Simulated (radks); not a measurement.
# The series with 40 electrons, Zr to Pr¹⁹⁺

What does a rising nuclear charge do to the levels of a fixed set of electrons? The series is run ion by ion, all in [Kr] 4d2 5s2.

Program: radks (a radial shooting solver on a logarithmic mesh, Libxc functionals) version 1. Level of theory: scalar-relativistic Kohn-Sham, PBE, spin-polarised, spherical densities, finite nucleus; open shells are filled with parallel spins first. These are calculated values, not measurements, unless marked.

## Step 1: Starting point

```
electrons     : 40
ions          : Zr, Nb⁺, Mo²⁺, Tc³⁺, Ru⁴⁺, Rh⁵⁺, Pd⁶⁺, Ag⁷⁺, Cd⁸⁺, In⁹⁺, Sn¹⁰⁺, Sb¹¹⁺, Te¹²⁺, I¹³⁺, Xe¹⁴⁺, Cs¹⁵⁺, Ba¹⁶⁺, La¹⁷⁺, Ce¹⁸⁺, Pr¹⁹⁺
configuration : [Kr] 4d2 5s2
```

The outer shells:

[Kr] 4d2 5s2
```
[Kr] core
4d [↑ ][↑ ][  ][  ][  ]
5s [↑↓]
```

## Step 2: Zr

Settings of this run:

```text
Z 40
configuration [Kr] 4d2 5s2
relativity scalar-relativistic
functional pbe,pbe
spin polarised
nucleus finite rms 4.2694 fm
c 137.035999084
```

## Step 3: Nb⁺

Settings of this run:

```text
Z 41
configuration [Kr] 4d2 5s2 5p0 6s0
relativity scalar-relativistic
functional pbe,pbe
spin polarised
nucleus finite rms 4.324 fm
c 137.035999084
```

## Step 4: Mo²⁺

Settings of this run:

```text
Z 42
configuration [Kr] 4d2 5s2 5p0 6s0
relativity scalar-relativistic
functional pbe,pbe
spin polarised
nucleus finite rms 4.4091 fm
c 137.035999084
```

## Step 5: Tc³⁺

Settings of this run:

```text
Z 43
configuration [Kr] 4d2 5s2 5p0 6s0
relativity scalar-relativistic
functional pbe,pbe
spin polarised
nucleus finite rms 4.4112 fm
c 137.035999084
```

## Step 6: Ru⁴⁺

Settings of this run:

```text
Z 44
configuration [Kr] 4d2 5s2 5p0 6s0
relativity scalar-relativistic
functional pbe,pbe
spin polarised
nucleus finite rms 4.4809 fm
c 137.035999084
```

## Step 7: Rh⁵⁺

Settings of this run:

```text
Z 45
configuration [Kr] 4d2 5s2 5p0 6s0
relativity scalar-relativistic
functional pbe,pbe
spin polarised
nucleus finite rms 4.4945 fm
c 137.035999084
```

## Step 8: Pd⁶⁺

Settings of this run:

```text
Z 46
configuration [Kr] 4d2 5s2 5p0 6s0
relativity scalar-relativistic
functional pbe,pbe
spin polarised
nucleus finite rms 4.5318 fm
c 137.035999084
```

## Step 9: Ag⁷⁺

Settings of this run:

```text
Z 47
configuration [Kr] 4d2 5s2 5p0 6s0
relativity scalar-relativistic
functional pbe,pbe
spin polarised
nucleus finite rms 4.5454 fm
c 137.035999084
```

## Step 10: Cd⁸⁺

Settings of this run:

```text
Z 48
configuration [Kr] 4d2 5s2 5p0 6s0
relativity scalar-relativistic
functional pbe,pbe
spin polarised
nucleus finite rms 4.6087 fm
c 137.035999084
```

## Step 11: In⁹⁺

Settings of this run:

```text
Z 49
configuration [Kr] 4d2 5s2 5p0 6s0
relativity scalar-relativistic
functional pbe,pbe
spin polarised
nucleus finite rms 4.6156 fm
c 137.035999084
```

## Step 12: Sn¹⁰⁺

Settings of this run:

```text
Z 50
configuration [Kr] 4d2 5s2 5p0 6s0
relativity scalar-relativistic
functional pbe,pbe
spin polarised
nucleus finite rms 4.6519 fm
c 137.035999084
```

## Step 13: Sb¹¹⁺

Settings of this run:

```text
Z 51
configuration [Kr] 4d2 5s2 5p0 6s0
relativity scalar-relativistic
functional pbe,pbe
spin polarised
nucleus finite rms 4.6802 fm
c 137.035999084
```

## Step 14: Te¹²⁺

Settings of this run:

```text
Z 52
configuration [Kr] 4d2 5s2 5p0 6s0
relativity scalar-relativistic
functional pbe,pbe
spin polarised
nucleus finite rms 4.7423 fm
c 137.035999084
```

## Step 15: I¹³⁺

Settings of this run:

```text
Z 53
configuration [Kr] 4d2 5s2 5p0 6s0
relativity scalar-relativistic
functional pbe,pbe
spin polarised
nucleus finite rms 4.75 fm
c 137.035999084
```

## Step 16: Xe¹⁴⁺

Settings of this run:

```text
Z 54
configuration [Kr] 4d2 5s2 5p0 6s0
relativity scalar-relativistic
functional pbe,pbe
spin polarised
nucleus finite rms 4.7859 fm
c 137.035999084
```

## Step 17: Cs¹⁵⁺

Settings of this run:

```text
Z 55
configuration [Kr] 4d2 5s2 5p0 6s0
relativity scalar-relativistic
functional pbe,pbe
spin polarised
nucleus finite rms 4.8041 fm
c 137.035999084
```

## Step 18: Ba¹⁶⁺

Settings of this run:

```text
Z 56
configuration [Kr] 4d2 5s2 5p0 6s0
relativity scalar-relativistic
functional pbe,pbe
spin polarised
nucleus finite rms 4.8378 fm
c 137.035999084
```

## Step 19: La¹⁷⁺

Settings of this run:

```text
Z 57
configuration [Kr] 4d2 5s2 5p0 6s0
relativity scalar-relativistic
functional pbe,pbe
spin polarised
nucleus finite rms 4.855 fm
c 137.035999084
```

## Step 20: Ce¹⁸⁺

Settings of this run:

```text
Z 58
configuration [Kr] 4d2 5s2 5p0 6s0
relativity scalar-relativistic
functional pbe,pbe
spin polarised
nucleus finite rms 4.8771 fm
c 137.035999084
```

## Step 21: Pr¹⁹⁺

Settings of this run:

```text
Z 59
configuration [Kr] 4d2 5s2 5p0 6s0
relativity scalar-relativistic
functional pbe,pbe
spin polarised
nucleus finite rms 4.8919 fm
c 137.035999084
```

Before running it: what results should come out? Wanted: for each run, ion; E; ε(4p down); ε(5s up); ε(4d up); ε(5s down); ε(4d down, empty); <r>(5s down).

The runs gave:

| ion | E (hartree) | ε(4p down) (eV) | ε(5s up) (eV) | ε(4d up) (eV) | ε(5s down) (eV) | ε(4d down, empty) (eV) | <r>(5s down) (bohr) |
| --- | --- | --- | --- | --- | --- | --- | --- |
| Zr | -3598.51063 | -31.746 | -4.700 | -4.058 | -4.047 | -2.898 | 3.828 |
| Nb⁺ | -3819.27705 | -46.161 | -11.947 | -14.381 | -11.261 | -12.950 | 3.196 |
| Mo²⁺ | -4047.43298 | -63.487 | -21.032 | -27.595 | -20.315 | -25.959 | 2.792 |
| Tc³⁺ | -4282.98436 | -83.229 | -31.700 | -43.242 | -30.950 | -41.428 | 2.504 |
| Ru⁴⁺ | -4525.94267 | -105.17 | -43.825 | -61.101 | -43.042 | -59.125 | 2.283 |
| Rh⁵⁺ | -4776.33368 | -129.19 | -57.334 | -81.046 | -56.517 | -78.917 | 2.105 |
| Pd⁶⁺ | -5034.18151 | -155.23 | -72.180 | -103.00 | -71.327 | -100.72 | 1.958 |
| Ag⁷⁺ | -5299.51805 | -183.22 | -88.329 | -126.89 | -87.440 | -124.48 | 1.834 |
| Cd⁸⁺ | -5572.37277 | -213.13 | -105.76 | -152.70 | -104.83 | -150.14 | 1.727 |
| In⁹⁺ | -5852.78618 | -244.95 | -124.45 | -180.38 | -123.49 | -177.69 | 1.633 |
| Sn¹⁰⁺ | -6140.79135 | -278.64 | -144.40 | -209.92 | -143.40 | -207.09 | 1.550 |
| Sb¹¹⁺ | -6436.42993 | -314.21 | -165.59 | -241.28 | -164.55 | -238.33 | 1.476 |
| Te¹²⁺ | -6739.74025 | -351.63 | -188.02 | -274.47 | -186.94 | -271.39 | 1.409 |
| I¹³⁺ | -7050.77280 | -390.91 | -211.68 | -309.47 | -210.56 | -306.25 | 1.349 |
| Xe¹⁴⁺ | -7369.56616 | -432.03 | -236.57 | -346.26 | -235.42 | -342.91 | 1.294 |
| Cs¹⁵⁺ | -7696.1718 | -475.00 | -262.70 | -384.84 | -261.50 | -381.37 | 1.243 |
| Ba¹⁶⁺ | -8030.6353 | -519.80 | -290.05 | -425.20 | -288.82 | -421.60 | 1.197 |
| La¹⁷⁺ | -8373.0114 | -566.44 | -318.64 | -467.33 | -317.36 | -463.61 | 1.154 |
| Ce¹⁸⁺ | -8723.3504 | -614.92 | -348.46 | -511.24 | -347.14 | -507.40 | 1.114 |
| Pr¹⁹⁺ | -9081.7090 | -665.24 | -379.51 | -556.92 | -378.16 | -552.95 | 1.077 |

Between Zr and Pr¹⁹⁺, 5s down binds 93.4 times more strongly and its mean radius falls by a factor 3.55. 4d up drops below 5s up between Zr and Nb⁺. 4d down drops below 5s down between Zr and Nb⁺. With rising charge the levels order more and more by their principal quantum number, as in hydrogen. The configuration is held, so it need not be the ground state of every ion.
